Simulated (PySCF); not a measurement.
**C₄H₄F₄: electronic excitations**

What electronic excitations should C₄H₄F₄ (`FC(F)=CCC(F)F`) show?

Computed with PySCF 2.14.0, with density-fitted response routines of our own, on a single molecule in the gas phase. Atoms are numbered from 0 throughout.

## (1) The molecule as given

12 atoms, charge 0, multiplicity 1; geometry from: GFN2-xTB.

Bonds of the start (Å): F0–C1 1.32, C1–F2 1.33, C1–C3 1.32, C3–C4 1.50, C4–C5 1.53, C5–F6 1.35, C5–F7 1.35, C3–H8 1.08, C4–H9 1.09, C4–H10 1.09, C5–H11 1.10.

## (2) Ultraviolet spectrum: CAM-B3LYP/def2-SVPD

The job: settings as JSON, then the geometry in Å.

```
{"job": {"kind": "uv", "xc": "CAM-B3LYP", "basis": "def2-SVPD", "nstates": 8, "ntriplets": 3}, "charge": 0, "multiplicity": 1}
F      2.935406     0.571481     1.146716
C      1.740248     0.784310     0.616764
F      1.454080     2.080060     0.663844
C      0.963035    -0.152663     0.112455
C     -0.377680     0.124565    -0.488562
C     -1.483845    -0.594789     0.279913
F     -2.684117    -0.352394    -0.295319
F     -1.304466    -1.936109     0.233662
H      1.308605    -1.173755     0.133775
H     -0.402785    -0.241902    -1.518275
H     -0.597711     1.192313    -0.485334
H     -1.549571    -0.301802     1.339054
```

Level: TDDFT CAM-B3LYP/def2-SVPD, vertical, gas phase, core orbitals frozen in the response.

Command:

```sh
$ OMP_NUM_THREADS=1 python probes_run.py task.json out
```

This one command runs all jobs of the session in turn.

Predict these results of the whole session: lowest singlet (CAM-B3LYP/def2-SVPD); brightest single state of those computed; lowest triplet.

As calculated:

```
                                quantity                        value
    lowest singlet (CAM-B3LYP/def2-SVPD)  7.17 eV (173 nm), f = 0.024
brightest single state of those computed  state 2, 7.74 eV, f = 0.401
                          lowest triplet                      4.63 eV
```

In words: The lowest singlet, at 7.17 eV, is HOMO→LUMO 0.80, HOMO→LUMO+1 0.13 and is weak; of the 8 states computed, the strongest absorption comes from state 2 at 7.74 eV. The lowest triplet lies 2.53 eV below the lowest singlet (triplets in Tamm-Dancoff, singlets in full TDDFT).
